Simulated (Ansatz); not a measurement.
Write a Python script for the Python package of Ansatz (0.2.0) that makes a geometry optimisation of C₂H₇NSi, SMILES C=N[SiH2]C. Use: B3LYP, cc-pVDZ basis, multiplicity 1, D3BJ dispersion.

```xyz
11

C    -0.8730    1.9498    0.4167
N    -0.1610    1.1865   -0.2474
Si   -0.1646   -0.4565    0.2966
C     1.0984   -1.3677   -0.7851
H    -0.9729    3.0441    0.0756
H    -1.5482    1.7342    1.2723
H     0.3406   -0.4559    1.7280
H    -1.4750   -0.9720    0.2303
H     0.7022   -1.3308   -1.7837
H     1.0944   -2.4296   -0.4655
H     2.0245   -0.9591   -0.7173
```

Script `run_opt.py`:
```python
'''Geometry optimisation of C2H7NSi.'''

import ansatz as az
import numpy as np

GEOMETRY = '''
C    -0.87300    1.94980    0.41670
N    -0.16100    1.18650   -0.24740
Si   -0.16460   -0.45650    0.29660
C     1.09840   -1.36770   -0.78510
H    -0.97290    3.04410    0.07560
H    -1.54820    1.73420    1.27230
H     0.34060   -0.45590    1.72800
H    -1.47500   -0.97200    0.23030
H     0.70220   -1.33080   -1.78370
H     1.09440   -2.42960   -0.46550
H     2.02450   -0.95910   -0.71730
'''


def main() -> None:
    mol = az.Crystal.molecule()
    for line in GEOMETRY.strip().splitlines():
        symbol, *xyz = line.split()
        mol = mol.atom(symbol, [float(v) for v in xyz])

    model = (
        mol.calculation()
        .basis(gaussian='cc-pVDZ')
        .functional('b3lyp', dispersion='d3bj')
    )
    symbols = [site.symbol for site in mol.cartesian_sites]
    start = np.array([site.position_ang for site in mol.cartesian_sites], dtype=float)
    def progress(event):
        if event['event'] == 'relax_step':
            row = event['data']
            print(f'step {row["step"]:3d}  E = {row["lagrangian_ev"]:.6f} eV  max force {row["allowed_force_max_ev_ang"]:.4f} eV/A')


    report = model.relax(force_tolerance=0.02).session().plan().execute(on_event=progress).report
    end = np.array(report['positions_ang'])

    print('reference energy %16.6f eV' % report['reference_energy_ev'])
    print('total energy     %16.6f eV' % report['free_energy_ev'])
    print('occupied (up, down):', report['n_occupied'], ' virtual:', report['n_virtual'], ' frozen:', report['n_frozen'])

    print('bond        before    after (A)')
    for i, j in [(0, 1), (0, 4), (0, 5), (1, 2), (2, 3), (2, 6), (2, 7), (3, 8), (3, 9), (3, 10)]:
        d0, d1 = (np.linalg.norm(xyz[i] - xyz[j]) for xyz in (start, end))
        print(f'{symbols[i]}{i}-{symbols[j]}{j}'.ljust(10), f'{d0:8.4f} {d1:8.4f}')


if __name__ == '__main__':
    main()
```

```console
$ python run_opt.py
step   1  E = -11556.015084 eV  max force 3.9020 eV/A
step   2  E = -11556.303702 eV  max force 1.7317 eV/A
step   3  E = -11556.461780 eV  max force 0.8730 eV/A
step   4  E = -11556.490896 eV  max force 0.4556 eV/A
step   5  E = -11556.547844 eV  max force 0.3217 eV/A
step   6  E = -11556.550756 eV  max force 0.9791 eV/A
step   7  E = -11556.585488 eV  max force 0.1150 eV/A
step   8  E = -11556.588982 eV  max force 0.1000 eV/A
step   9  E = -11556.590882 eV  max force 0.0255 eV/A
step  10  E = -11556.591213 eV  max force 0.0068 eV/A
step  11  E = -11556.591283 eV  max force 0.0237 eV/A
step  12  E = -11556.591028 eV  max force 0.0739 eV/A
step  13  E = -11556.591311 eV  max force 0.0014 eV/A
reference energy    -11556.225665 eV
total energy        -11556.591564 eV
occupied (up, down): [20, 20]  virtual: [75, 75]  frozen: 0
bond        before    after (A)
C0-N1        1.2372   1.2681
C0-H4        1.1506   1.1065
C0-H5        1.1110   1.1127
N1-Si2       1.7307   1.7807
Si2-C3       1.8962   1.8821
Si2-H6       1.5179   1.5066
Si2-H7       1.4097   1.4956
C3-H8        1.0750   1.1015
C3-H9        1.1090   1.1023
C3-H10       1.0145   1.1019
```

Reading the output:
- Total energies depend on the basis set; only differences at equal settings carry meaning.
- The end point is the stationary point reached from this start; no frequency run checks that it is a minimum, and the basis set is modest.
- Total less reference energy is the dispersion correction.
- b3lyp holds the VWN-RPA fit, as in Gaussian; the form of ORCA and Turbomole is b3lyp5.
- It ran for 56 s on 1 thread of Intel(R) Xeon(R) Platinum 8375C CPU @ 2.90GHz (Ice Lake), with other jobs on the host, peak memory 0.27 GiB.

(Lines on the test bed's own set-up are left out of the output.)
